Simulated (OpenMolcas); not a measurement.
**Yb³⁺ with 7 ligands (chloride): CASSCF and CASPT2 levels and susceptibility**

Which state of Yb³⁺ lies lowest among these ligands, how large is the field, and what χT follows?

Program: OpenMolcas 26.06. Level of theory: state-averaged CASSCF and CASPT2, spin-orbit coupling by RASSI with atomic mean-field integrals. These are calculated values, not measurements, unless marked.

### 1 The atom as given

```
Species                           : Yb³⁺ (ytterbium, Z = 70, 67 electrons)
Basis                             : ANO-RCC-VDZP [7s6p4d2f1g], 194 functions with the ligands
Scalar Hamiltonian                : DKH2, point nucleus
Inactive shells                   : 1s 2s 2p 3s 3p 3d 4s 4p 4d 5s 5p of the metal, and all ligand shells
Active space                      : 13 electrons in 7 orbitals (4f)
Some configurations of this space : 4f¹³
Orbitals                          : optimised for the highest spin of each parity, averaged over all roots
```

The outer shells:

4f13
```
4f [↑↓][↑↓][↑↓][↑↓][↑↓][↑↓][↑ ]
```

Yb³⁺ is taken with 7 ligands (chloride) in pentagonal bipyramid coordination (D5h) at 2.88 Å, the axial distance 2.707 Å. A charge of +0.571 e stands 2.6 Å behind each ligand. Ligand basis ANO-RCC-VDZP. The distances are assumed, not relaxed.

```xyz
8

Yb    0.0000    0.0000    0.0000
Cl    2.8800    0.0000    0.0000
Cl    0.8900    2.7390    0.0000
Cl   -2.3300    1.6928    0.0000
Cl   -2.3300   -1.6928    0.0000
Cl    0.8900   -2.7390    0.0000
Cl    0.0000    0.0000    2.7072
Cl    0.0000    0.0000   -2.7072
```

Each step is its own input file, run in one work folder so that later steps find the files of earlier ones. Labels, J, g values, rates, χT and fits are worked out afterwards by a script from the matrices that RASSI stores.

### 2 Basis and integrals

Contents of a.inp:

```
&GATEWAY
Coord
8

Yb 0.0 0.0 0.0
Cl 2.880000 0.000000 0.000000
Cl 0.889969 2.739043 0.000000
Cl -2.329969 1.692822 0.000000
Cl -2.329969 -1.692822 0.000000
Cl 0.889969 -2.739043 0.000000
Cl 0.000000 0.000000 2.707200
Cl 0.000000 0.000000 -2.707200
Basis=Yb.ANO-RCC-VDZP,Cl.ANO-RCC-VDZP
Group=NoSym
NoMove
AngMom=0.0 0.0 0.0
AMFI
RICD
XField
7 Angstrom 0
5.480000 0.000000 0.000000 0.571429
1.693413 5.211790 0.000000 0.571429
-4.433413 3.221064 0.000000 0.571429
-4.433413 -3.221064 0.000000 0.571429
1.693413 -5.211790 0.000000 0.571429
0.000000 0.000000 5.307200 0.571429
0.000000 0.000000 -5.307200 0.571429
&SEWARD
```

On the command line:

```
> OMP_NUM_THREADS=1 MOLCAS_MEM=2457 MOLCAS_PROJECT=a pymolcas a.inp > a.log
```

### 3 CASSCF: doublets, 7 roots

Contents of a.inp:

```
&RASSCF
FileOrb=start.orb
Symmetry=1
Spin=2
nActEl=13 0 0
Inactive=90
Ras2=7
CIRoot=7 7 1
SDav=7
CIMx=300
Iter=150 100
PrWF=0.3
OrbListing=Nothing
MaxOrb=0
LevShft=1.0
>>> COPY $Project.JobIph JOB001
```

start.orb holds start orbitals that the driver prepared beforehand, or those of the step before.

### 4 RASSI: spin-orbit coupling between the states

Contents of a.inp:

```
&RASSI
NrOfJobIphs=1 7
1 2 3 4 5 6 7
IphNames
JOB001
EJob
SpinOrbit
DIPRint=1.0
SOCoupling=1000.0
Subsets=2
Property=9
'ANGMOM' 1 'ANGMOM' 2 'ANGMOM' 3 'MLTPL  1' 1 'MLTPL  1' 2 'MLTPL  1' 3
'AMFI' 1 'AMFI' 2 'AMFI' 3
SOProperty=3
'ANGMOM' 1 'ANGMOM' 2 'ANGMOM' 3
```

### 5 CASPT2: IPEA 0.25, imaginary shift 0.1 (closed shells correlated: 5s 5p of the metal, with ligand shells; the Frozen line counts the rest)

Contents of a.inp:

```
>>> COPY JOB001 $Project.JobIph
&CASPT2
Multistate=7 1 2 3 4 5 6 7
NoMult
Frozen=58
IPEA=0.25
Imaginary=0.1
MaxIter=60
WThr=0.0 0.3 0.05
PrWF=0.5
NoMix
```

(Steps that only read results are left out.)

What does the calculation give? Wanted: spin-free ground state; first state of the same spin within the active space; lowest level; next level.

**Answer**, as computed:

| quantity | value |
| --- | --- |
| method | SS-CASPT2, IPEA 0.25, imaginary shift 0.1 (closed shells correlated: 5s 5p of the metal, with ligand shells; the Frozen line counts the rest) |
| spin-free ground state | doublet, 1-fold in its orbital part |
| first state of the same spin within the active space | doublet at 4.33 cm⁻¹ |
| lowest level | 2-fold, g = 0.00, 0.00, 7.99 |
| next level | 49.8 cm⁻¹ |
| χT at 300 K | 2.52 cm³ K/mol |
| effective moment at 300 K | 4.49 μB |

Cost by method:

```
                                              method  time of its own steps  time with the reference
                                           A. CASSCF                   90 s                     90 s
B. SS-CASPT2, IPEA 0.25, imaginary shift 0.1, +5s 5p                3.1 min                  4.6 min
```

Times are of one thread on a shared host.

What this shows: The spin-free ground state (doublet) is 1-fold and keeps the highest spin of the shell.
